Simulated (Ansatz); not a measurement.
# H6N2OSeSi: the cost of one run

Method: RHF/def2-SVP, in Ansatz 0.2.0.

## Step 1: Starting point

Bond lengths: N1–Si2 1.739 Å, Si2–N3 1.774 Å, Si2–O4 1.791 Å, Si2–Se5 2.293 Å, N1–H6 1.106 Å, N1–H7 1.045 Å, N3–H8 0.979 Å, N3–H9 1.112 Å, O4–H10 0.957 Å, Se5–H11 1.567 Å. Angles: N1–Si2–N3 108.2°, N1–Si2–O4 109.2°, N1–Si2–Se5 111.2°, N3–Si2–O4 109.5°, N3–Si2–Se5 108.8°, O4–Si2–Se5 109.8°, Si2–N1–H6 108.0°, Si2–N1–H7 108.7°, H6–N1–H7 102.4°, Si2–N3–H8 109.0°, Si2–N3–H9 106.7°, H8–N3–H9 105.1°, Si2–O4–H10 100.7°, Si2–Se5–H11 89.2°.

Coordinates:

```xyz
11

N    -0.5192    1.3622    0.6242
Si    0.3111    0.0939   -0.2286
N     0.5516   -1.2616    0.8897
O     1.9012    0.7016   -0.7843
Se   -0.9130   -0.6362   -2.0243
H    -0.7529    2.1655   -0.0997
H    -1.4693    1.0190    0.8928
H    -0.3175   -1.5457    1.2384
H     1.0985   -0.8567    1.7695
H     2.2517   -0.0805   -1.2101
H    -2.0770   -1.0186   -1.0468
```

## Step 2: Relaxing the start

The input, input.yaml:

```yaml
crystal:
  periodic: [false, false, false]
  atoms:
    - { symbol: "N", position_ang: [-0.5192, 1.3622, 0.6242] }
    - { symbol: Si, position_ang: [0.3111, 0.0939, -0.2286] }
    - { symbol: "N", position_ang: [0.5516, -1.2616, 0.8897] }
    - { symbol: O, position_ang: [1.9012, 0.7016, -0.7843] }
    - { symbol: Se, position_ang: [-0.913, -0.6362, -2.0243] }
    - { symbol: H, position_ang: [-0.7529, 2.1655, -0.0997] }
    - { symbol: H, position_ang: [-1.4693, 1.019, 0.8928] }
    - { symbol: H, position_ang: [-0.3175, -1.5457, 1.2384] }
    - { symbol: H, position_ang: [1.0985, -0.8567, 1.7695] }
    - { symbol: H, position_ang: [2.2517, -0.0805, -1.2101] }
    - { symbol: H, position_ang: [-2.077, -1.0186, -1.0468] }
basis:
  gaussian: { orbitals: def2-SVP }
hamiltonian:
  xc: hf
relax:
  f_tol: 0.02
  max_steps: 40
scf:
  lower_state_search: "off"
```

Run with:

```
> ansatz run input.yaml --threads 2 --pin off --max-ram 3072MiB --backend cpu --events-out ev --progress --plain --runs-dir out
```

**Question.** How long does this run take on 2 threads of Arm Neoverse N1, shared host, and how much memory does it need?

About 59 s, with a peak of 0.29 GiB.
